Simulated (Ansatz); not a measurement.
What does this script print? It uses the Ansatz DFT code, driven from Python.

`agsi.py`
```python
"""Vertical and adiabatic ionisation of AgSi."""

import itertools
import warnings

import ansatz
from ase import Atoms
from ase.data import atomic_numbers, covalent_radii
import numpy as np

BASIS = "def2-SVP"
FUNCTIONAL = "B3LYP"
NET_CHARGE = 1


def main() -> None:
    warnings.simplefilter("ignore", ansatz.DeckWarning)

    atoms = Atoms(["Si", "Ag"], positions=[
        (0.0, 0.0, 0.0),
        (0.0, 0.0, 2.45),
    ])
    geometry = ansatz.Crystal.molecule_from_ase(atoms)

    base = geometry.calculation().basis(gaussian=BASIS).functional(FUNCTIONAL).spin("collinear", total=1)
    symbols = [site.symbol for site in geometry.cartesian_sites]
    start = np.array([site.position_ang for site in geometry.cartesian_sites], dtype=float)
    r = base.relax(force_tolerance=0.01).run(threads=1, backend="cpu").report
    end = np.array(r["positions_ang"])

    minimum = ansatz.Crystal.molecule()
    for symbol, place in zip(symbols, end):
        minimum = minimum.atom(symbol, place.tolist())
    ion = (
        minimum.calculation()
        .basis(gaussian=BASIS)
        .functional(FUNCTIONAL)
        .charge(NET_CHARGE)
    )
    vertical = ion.run(threads=1, backend="cpu").report
    settled = ion.relax(force_tolerance=0.01, max_steps=80).run(threads=1, backend="cpu").report
    print(f"vertical ionisation energy   {vertical['free_energy_ev'] - r['free_energy_ev']:.3f} eV")
    print(f"adiabatic, no zero point     {settled['free_energy_ev'] - r['free_energy_ev']:.3f} eV")
    print(f"relaxation energy of the ion {vertical['free_energy_ev'] - settled['free_energy_ev']:.3f} eV")
    ionised = np.array(settled["positions_ang"])
    # pairs closer than 1.2 times the sum of covalent radii, before or after
    radius = [covalent_radii[atomic_numbers[s]] for s in symbols]
    span = lambda where, i, j: np.linalg.norm(where[i] - where[j])
    bonded = [(i, j) for i, j in itertools.combinations(range(len(symbols)), 2) if min(span(end, i, j), span(ionised, i, j)) < 1.2 * (radius[i] + radius[j])]
    print("pair        before    after (A)")
    for i, j in bonded:
        print(f"{symbols[i]}{i}-{symbols[j]}{j}".ljust(10), f"{span(end, i, j):8.4f} {span(ionised, i, j):8.4f}")


if __name__ == "__main__":
    main()
```

```console
$ python agsi.py
vertical ionisation energy   7.273 eV
adiabatic, no zero point     7.273 eV
relaxation energy of the ion 0.000 eV
pair        before    after (A)
Si0-Ag1      2.4101   2.3985
```

What to keep in mind:
- The settings weren't tested for convergence.
- The energies are electronic: no zero-point or thermal terms, and the basis set is short of its limit. The product may relax into another structure. The relaxation finds the nearest minimum, so the adiabatic value is an upper bound.
- def2 sets replace the cores of elements past krypton by effective core potentials.
- The species is open-shell (spin multiplicity 2).
- b3lyp holds the VWN-RPA fit, as in Gaussian; the form of ORCA and Turbomole is b3lyp5.
- Only the spin states typed were run; another state of an ion can lie lower, by up to an eV or two.
- The spin state was assumed, and another may lie lower.
- The whole script took 10 s on 1 thread of AMD EPYC 9R45 96-Core Processor (Zen 5) (shared host), peak memory 0.22 GiB.
